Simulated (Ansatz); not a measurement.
Debugging a single point of SnTe₃, space group Fm-3m (the Python package of Ansatz (0.2.0)).

`scf.py`:
```python
import ansatz
import numpy as np

lattice = ansatz.Lattice.of(
    (0.0, 3.861219, 3.861219),
    (3.861219, 0.0, 3.861219),
    (3.861219, 3.861219, 0.0),
)
sites = [
    ('Sn', (0.0, 0.0, 0.0)),
    ('Te', (0.25, 0.25, 0.25)),
    ('Te', (0.75, 0.75, 0.75)),
    ('Te', (0.5, 0.5, 0.5)),
]
structure = ansatz.Crystal(lattice=lattice)
for symbol, position in sites:
    structure = structure.atom(symbol, position)

setup = (
    structure.calculation()
    .functional('PBE')
    .pseudopotentials('paw')
    .basis(510)
    .kpoints(mesh=(4, 4, 4))
    .occupations('fixed')
    .band_densities([('v1', 'v1'), ('c1', 'c1')])
)
session = setup.session()
planned = session.plan(threads=1)
res = planned.execute()
data = res.report

for key in ('converged', 'n_iterations', 'n_electrons', 'n_kpoints', 'n_pw', 'n_symmetry_ops', 'free_energy_ev', 'fermi_energy_ev'):
    print(f'{key:18s} {data[key]}')

for name, window in zip(('top filled band', 'lowest empty band'), res.band_densities().windows):
    field = window.outcome.density.channels[0].density_e_per_ang3
    ratio = field.mean() ** 2 / np.mean(field ** 2)
    print(f'{name}: band {window.window.first}, participation ratio {ratio:.3f} of the cell')

used = data['setup']
print('cutoffs (eV):', used['ecut_ev'], used['ecutrho_ev'], ' FFT grid:', used['fft_dense'])
print('cell volume {:.3f} A^3, {} symmetry operations'.format(used['cell_volume_ang3'], used['n_sym_ops']))
```

```console
$ python scf.py
RunWarning: iter 1: σ=0 fill of 31 bands saw a band overlap (occupied 11.2682 eV > unoccupied 9.0235 eV) — on an unconverged iterate often a transient of an unconverged empty band; one that stands at the close is told there (band_overlap_at_count); if the run fails to converge, the spectrum is likely genuinely [...]
RunWarning: a fill by count may have filled part of one level: at k-index 0 the highest filled band, 9.015506 eV, and the lowest empty band, 9.015506 eV, stand 1.776e-14 eV apart, within the solve's uncertainty, 3.162e-4 eV. If they are one level, whatever splits it, however little, can move the result. A smearing [...]
RunWarning: the bands overlap at the fill by count (31 filled at each k-point of a channel): the highest filled level, 11.290307 eV at k-index 2, stands 2.2748 eV over the lowest empty one, 9.015506 eV at k-index 0, so that a fill of the lowest levels lies lower and no gap is reported. A metal, or a carrier in a [...]
converged          True
n_iterations       6
n_electrons        62.0
n_kpoints          8
n_pw               2975
n_symmetry_ops     48
free_energy_ev     -26962.787894458517
fermi_energy_ev    11.290306506396645
top filled band: band 31, participation ratio 0.686 of the cell
lowest empty band: band 32, participation ratio 0.626 of the cell
cutoffs (eV): 510.0 2040.0  FFT grid: [45, 45, 45]
cell volume 115.134 A^3, 48 symmetry operations
```
(Warnings from the package without file and line, shortened.)

No error stopped it. What is wrong with the input all the same?

The fault: fixed occupations, though the bands overlap at this level of theory. The correction:

`scf.py`
```python
import ansatz
import numpy as np

lattice = ansatz.Lattice.of(
    (0.0, 3.861219, 3.861219),
    (3.861219, 0.0, 3.861219),
    (3.861219, 3.861219, 0.0),
)
sites = [
    ('Sn', (0.0, 0.0, 0.0)),
    ('Te', (0.25, 0.25, 0.25)),
    ('Te', (0.75, 0.75, 0.75)),
    ('Te', (0.5, 0.5, 0.5)),
]
structure = ansatz.Crystal(lattice=lattice)
for symbol, position in sites:
    structure = structure.atom(symbol, position)

setup = (
    structure.calculation()
    .functional('PBE')
    .pseudopotentials('paw')
    .basis(510)
    .kpoints(mesh=(4, 4, 4))
    .occupations('fermi_dirac', width=0.1)
    .band_densities([('v1', 'v1'), ('c1', 'c1')])
)
session = setup.session()
planned = session.plan(threads=1)
res = planned.execute()
data = res.report

for key in ('converged', 'n_iterations', 'n_electrons', 'n_kpoints', 'n_pw', 'n_symmetry_ops', 'free_energy_ev', 'fermi_energy_ev'):
    print(f'{key:18s} {data[key]}')

for name, window in zip(('top filled band', 'lowest empty band'), res.band_densities().windows):
    field = window.outcome.density.channels[0].density_e_per_ang3
    ratio = field.mean() ** 2 / np.mean(field ** 2)
    print(f'{name}: band {window.window.first}, participation ratio {ratio:.3f} of the cell')

used = data['setup']
print('cutoffs (eV):', used['ecut_ev'], used['ecutrho_ev'], ' FFT grid:', used['fft_dense'])
print('cell volume {:.3f} A^3, {} symmetry operations'.format(used['cell_volume_ang3'], used['n_sym_ops']))
```

The mended script runs so:

`python scf.py` gives:
```text
converged          True
n_iterations       6
n_electrons        62.0
n_kpoints          8
n_pw               2975
n_symmetry_ops     48
free_energy_ev     -26963.50881104392
fermi_energy_ev    10.877161555319276
top filled band: band 31, participation ratio 0.684 of the cell
lowest empty band: band 32, participation ratio 0.625 of the cell
cutoffs (eV): 510.0 2040.0  FFT grid: [45, 45, 45]
cell volume 115.134 A^3, 48 symmetry operations
```

Notes:
- Total energies depend on the potentials; only differences at equal settings carry meaning. A total without «per atom» is that of the cell as typed.
- The mesh is modest for a metal, so energies can be off by several to tens of meV an atom and pressures by half a GPa or more; differences at equal mesh fare better.
- Only differences from the Fermi energy are physical; the zero of the scale is a convention.
- The structure comes from a database of computed cells and needn't be a stable or known phase.
- Gaps and levels are Kohn-Sham values on a finite set of k-points, without spin-orbit coupling.
- Wall time of the script: 2.5 s on 1 thread of Arm Neoverse V2, on a shared host, peak memory 0.46 GiB.

(Lines on the test bed's own set-up are left out of the output.)
